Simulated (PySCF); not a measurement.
**[CeO(OH)]−: other functionals and bases at one geometry**

One table from this session's results is given with a row withheld; the runs are named, their logs left out.

The runs use PySCF 2.14.0; several levels, as the steps say, no spin–orbit coupling.

1 further run of the same task is left out (for a known fault of the program).

## Starting geometry

4 atoms, charge -1, spin multiplicity 1.

Bond lengths: Ce1–O2 2.059 Å, Ce1–O3 2.374 Å, O3–H4 0.964 Å. Angles: O2–Ce1–O3 112.4°, Ce1–O3–H4 124.1°.

Geometry (Å):

```xyz
4
charge -1, multiplicity 1
Ce   -0.0103   -0.0547   -0.4970
O     1.4036    0.0400    0.9962
O    -2.2272    0.0192    0.3504
H    -2.4453    0.0839    1.2873
```

Formal oxidation states: Ce +2. Each metal's 2 4f electrons lie in its core potential, so multiplicities, spins and levels count the valence alone. For divalent La, Ce, Gd or Lu the extra electron is normally 5d or 6s, so this core forces an excited configuration. An earlier session relaxed this geometry at PBE0, Ce lcecp-0-SVP with ECP48, O def2-SVP, H def2-SVP (singlet, point group Cs).

At PBE0 on the finer grid: E = -177.455019 Eh, frontier levels not given, since the 4f levels lie in the core, Mulliken charge on Ce1 +0.17 e, largest force component 0.021 eV/Å. The highest filled level lies above zero; it isn't the detachment energy.

Levels to run: TPSS; r2SCAN; PBE0, TZVP. Hardware: 2 threads of Intel Xeon Platinum 8259CL at 2.50GHz (Skylake/Cascade Lake), shared host.

The first run:

File run.py (the lines that set the calculation):

```python
mol = gto.M(atom='''
Ce    -0.01030    -0.05471    -0.49695
O      1.40356     0.04002     0.99625
O     -2.22716     0.01922     0.35036
H     -2.44529     0.08395     1.28728''',
    basis={'Ce': 'lcecp-0-SVP', 'O': 'def2-SVP', 'H': 'def2-SVP'},
    ecp={'Ce': 'lcecp-0-SVP'},
    charge=-1, spin=0)
mf = dft.RKS(mol, xc='TPSS')
mf.grids.atom_grid = (75, 302)  # f atoms: unpruned, at least (60, 302)
mf = mf.density_fit()  # fitting sets: Ce AutoAux, O def2-universal-JKFIT, H def2-universal-JKFIT
mf.conv_tol = 1e-08; mf.max_cycle = 55
mf.kernel(dm0)  # dm0: the density of the relaxed state
```

Run with:

```bash
> OMP_NUM_THREADS=2 python run.py
```

Among the steps run: TPSS; r2SCAN; PBE0, TZVP.

One table of the session follows, with a row left open; its other results are not shown here.

| level | charge on Ce1 (e) | dipole (D) | largest force component (eV/Å) |
| --- | --- | --- | --- |
| PBE0 (relaxed here) | 0.17 | 7.24 | 0.02 |
| TPSS | 0.06 | 6.46 | 0.61 |
| r2SCAN | ? | ? | ? |
| PBE0, TZVP | 0.55 | 7.76 | 0.44 |

Estimate the missing values for r2SCAN.

The run gave: charge on Ce1 (e): 0.12; dipole (D): 6.71; largest force component (eV/Å): 0.45. In the column «charge on Ce1 (e)» it lies between TPSS (0.06) and PBE0 (relaxed here) (0.17).

The dipole of a charged species depends on the origin, so these sizes hold for this origin alone.

The largest leftover force, 0.61 eV/Å with TPSS, stands at a geometry relaxed at another level. With 4f in the core, its levels are missing from HOMO and gap, and its count is fixed, so no charge can pass from the ligands into it. Total energies of different levels can't be compared.
